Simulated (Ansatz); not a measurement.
Runs of Ansatz 0.2.0 on NiMoIrPdW. It takes space group P3m1 (No. 156, trigonal). Conventional cell: a = 2.770 Å, b = 2.770 Å, c = 21.881 Å, α = 90.00°, β = 90.00°, γ = 120.00°. Ni (site symmetry 3m) has 9 Ni at 2.52 to 2.77 Å and 3 W at 2.57 Å as nearest neighbours. Ni (site symmetry 3m) has 9 Ni at 2.52 to 2.77 Å and 3 Ir at 2.62 Å as nearest neighbours. Mo (site symmetry 3m) has 3 Ir at 2.76 Å and 6 Mo at 2.77 Å and 3 Pd at 2.80 Å as nearest neighbours. Mo (site symmetry 3m) has 3 Ir at 2.66 Å and 6 Mo at 2.77 Å and 3 Pd at 2.82 Å as nearest neighbours. Around Pd (site symmetry 3m) lie 6 Pd at 2.77 Å and 3 W at 2.79 Å and 3 Mo at 2.80 Å. Pd (site symmetry 3m) has 6 Pd at 2.77 Å and 3 W at 2.80 Å and 3 Mo at 2.82 Å as nearest neighbours. Ir (site symmetry 3m) has 3 Mo at 2.76 Å and 6 Ir at 2.77 Å and 3 W at 2.77 Å as nearest neighbours. Ir (site symmetry 3m) has 3 Ni at 2.62 Å and 3 Mo at 2.66 Å and 6 Ir at 2.77 Å as nearest neighbours. The cell was built by a generator and needn't be a form met in nature.

```tsv
task	level	cell	k mesh	cutoff (eV)	points for each segment of the path	atoms under strain	mesh quality	gap on the mesh (eV)	pressure (GPa)	moment (μB)	relaxed volume (Å³/atom)	largest force (eV/Å)
band structure	PBE	as given	11 × 11 × 2	420	10	-	not flagged	none	-0.1	0.00	-	(c)
elastic constants	PBE	as given	7 × 7 × 1	420	-	relaxed	coarse	none	(b)	1.00	-	-
band structure	revPBE	as given	11 × 11 × 2	420	10	-	not flagged	none	2.9	0.00	-	(d)
single point	B3LYP	as given	5 × 5 × 1	420	-	-	coarse	none	3.5	1.04	-	0.60
relaxation of cell and atoms	revPBE	relaxed	8 × 8 × 1	420	-	-	not flagged	none	0.0	0.00	14.72	0.01
single point	HSE06	as given	5 × 5 × 1	420	-	-	coarse	none	-6.5	0.65	-	0.81
relaxation of cell and atoms	PBE+D3(BJ)-ATM	relaxed	8 × 8 × 1	420	-	-	not flagged	none	0.0	0.00	(a)	-
relaxation of cell and atoms	r2SCAN+D4	relaxed	8 × 8 × 1	500	-	-	not flagged	none	0.0	0.61	14.15	0.01
relaxation of cell and atoms	PBE	relaxed	8 × 8 × 1	420	-	-	not flagged	none	0.0	0.00	14.54	0.01
```

Alike in all rows: potentials or basis Ansatz PAW; spin collinear, ferromagnetic start; smearing fermi-dirac 0.05 eV.

Q: Fill in the values left out.

A: (a) 14.24; (b) 0.1; (c) 0.15; (d) 0.19.

Caveats: some runs use coarse meshes; the starting moments weren't kept (some runs); the PAW data sets come from PBE, with cores solved anew for the run's functional, which leaves a small shift of forces and pressure (some runs); the plane-wave basis is chosen anew once the cell has moved, so the energies of steps on either side of that aren't comparable (some runs); the magnetic or orbital state may not be the lowest (some runs); spin-orbit coupling is left out, which moves the levels of the heavy elements (some runs); the thresholds are loose for stress (some runs); pairwise dispersion overbinds metals, which lowers pressure and volume (some runs).

A k mesh can miss the band edges, and the runs leave out spin-orbit coupling on Ir, Mo, Pd, W.

A gap of «none» marks a metal or a gap under the smearing width.
